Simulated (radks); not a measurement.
**Sc⁺ in [Ar] 3d1 4s1: an all-electron calculation**

The task here is to estimate one member of a computed series from the others.

Program: radks (a radial shooting solver on a logarithmic mesh, Libxc functionals) version 1. Level of theory: Dirac Kohn-Sham, LDA (Slater exchange, Perdew-Wang correlation), spin-unpolarised, spherical densities, point nucleus; open shells fill j = l - 1/2 first. These are calculated values, not measurements, unless marked.

## The system

| Item | Value |
| --- | --- |
| element | scandium (Z = 21) |
| charge | +1 |
| electrons | 20 |
| configuration | [Ar] 3d1 4s1 |

Set-up of the first run:

Settings of this run:

```text
Z 21
configuration [Ar] 3d1 4s1
relativity Dirac
functional lda,pw
spin unpolarised
j_filling energy
nucleus point
c 137.035999084
```

One table of the session follows, with a row left open; its other results are not shown here.

It belongs to the step «Radial structure». Radial moments (bohr):

```
level      <r>  outermost maximum (interpolated)  90 % within  nodes
1s1/2  0.07320                            0.0479        0.131      0
2s1/2   0.3444                             0.284        0.536      1
2p1/2   0.3064                             0.231        0.505      0
2p3/2   0.3090                             0.233        0.509      0
3s1/2    1.077                             0.927         1.62      2
3p1/2    1.163                             0.962         1.80      1
3p3/2        ?                                 ?            ?      ?
3d3/2    1.696                              1.09         2.96      0
3d5/2    1.700                              1.09         2.97      0
4s1/2    3.334                              2.90         4.91      3
```

Estimate the missing values for 3p3/2.

As computed: <r>: 1.172; outermost maximum (interpolated): 0.969; 90 % within: 1.81; nodes: 1. In the column «<r>» it lies between 3p1/2 (1.163) and 3d3/2 (1.696).

Caveats from the session: Spin polarisation and multiplet splitting are left out.
